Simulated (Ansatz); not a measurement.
# C4H3F3O2: how energies converge with the basis set

How large a basis does C4H3F3O2 need? Two functionals are run in growing sets.

Program: Ansatz 0.2.0, Gaussian basis. Level of theory: one geometry, several basis sets. These are calculated values, not measurements.

Levels to be run: PBE0-D4/def2-SVP; ωB97M-V/def2-SVP; PBE0-D4/def2-QZVPP; ωB97M-V/def2-QZVPP; the functionals' def2-TZVPP values are taken from earlier runs.

## (1) The geometry

The geometry comes from an earlier relaxation with PBE0-D4 in a triple-zeta def2 set; it is a stationary point, not always the lowest conformer.

SMILES `O=CCC(=O)C(F)(F)F`, 12 atoms, charge 0, spin multiplicity 1.

Atoms are counted from 1 here; the program's logs count them from 0.

Bond lengths: O1–C2 1.195 Å, C2–C3 1.514 Å, C2–H10 1.109 Å, C3–C4 1.504 Å, C3–H11 1.095 Å, C3–H12 1.094 Å, C4–O5 1.193 Å, C4–C6 1.547 Å, C6–F7 1.317 Å, C6–F8 1.343 Å, C6–F9 1.335 Å. Angles: O1–C2–C3 124.5°, O1–C2–H10 121.6°, C3–C2–H10 113.9°, C2–C3–C4 112.2°, C2–C3–H11 108.2°, C2–C3–H12 107.7°, C4–C3–H11 112.1°, C4–C3–H12 108.8°, H11–C3–H12 107.7°, C3–C4–O5 124.3°, C3–C4–C6 115.5°, O5–C4–C6 120.2°, C4–C6–F7 112.2°, C4–C6–F8 108.4°, C4–C6–F9 111.0°, F7–C6–F8 108.7°, F7–C6–F9 109.0°, F8–C6–F9 107.5°.

## (2) PBE0-D4 in def2-SVP

Contents of in.yaml:

```yaml
crystal:
  periodic: [false, false, false]
  atoms:
    - {symbol: O, position_ang: [-0.247270, -1.567687, -1.611867]}
    - {symbol: C, position_ang: [0.623334, -1.530667, -0.794297]}
    - {symbol: C, position_ang: [0.978233, -0.309222, 0.027687]}
    - {symbol: C, position_ang: [0.064349, 0.851753, -0.254317]}
    - {symbol: O, position_ang: [0.263807, 1.676738, -1.092023]}
    - {symbol: C, position_ang: [-1.188926, 0.947178, 0.648425]}
    - {symbol: F, position_ang: [-2.068152, 1.812604, 0.188703]}
    - {symbol: F, position_ang: [-0.799749, 1.338676, 1.872560]}
    - {symbol: F, position_ang: [-1.777500, -0.244462, 0.775982]}
    - {symbol: H, position_ang: [1.258477, -2.414975, -0.581966]}
    - {symbol: H, position_ang: [0.968095, -0.593524, 1.084915]}
    - {symbol: H, position_ang: [2.002305, -0.021510, -0.229802]}
basis:
  gaussian: {orbitals: def2-SVP}
hamiltonian: {xc: pbe0, dispersion: d4}
output: {orbitals: {seedname: orbitals}}
```

The run is started by

```sh
$ ansatz run in.yaml --threads 2 --pin off --events-out ev --progress --plain --max-ram 32768MiB --backend cpu
```

The runs that follow: ωB97M-V in def2-SVP; PBE0-D4 in def2-QZVPP; ωB97M-V in def2-QZVPP.

Before running them: what should the planned runs give, taken together? Wanted: PBE0-D4: double and triple zeta above quadruple; ωB97M-V: double and triple zeta above quadruple.

The runs gave:

| quantity | value |
| --- | --- |
| PBE0-D4: double and triple zeta above quadruple | 20.12, 0.83 eV |
| ωB97M-V: double and triple zeta above quadruple | 20.54, 0.78 eV |

In words: For PBE0-D4 the step from double to triple zeta gains 19.28 eV and the next only 0.83 eV. Total energies overstate the basis error of differences, where much of it tends to cancel.
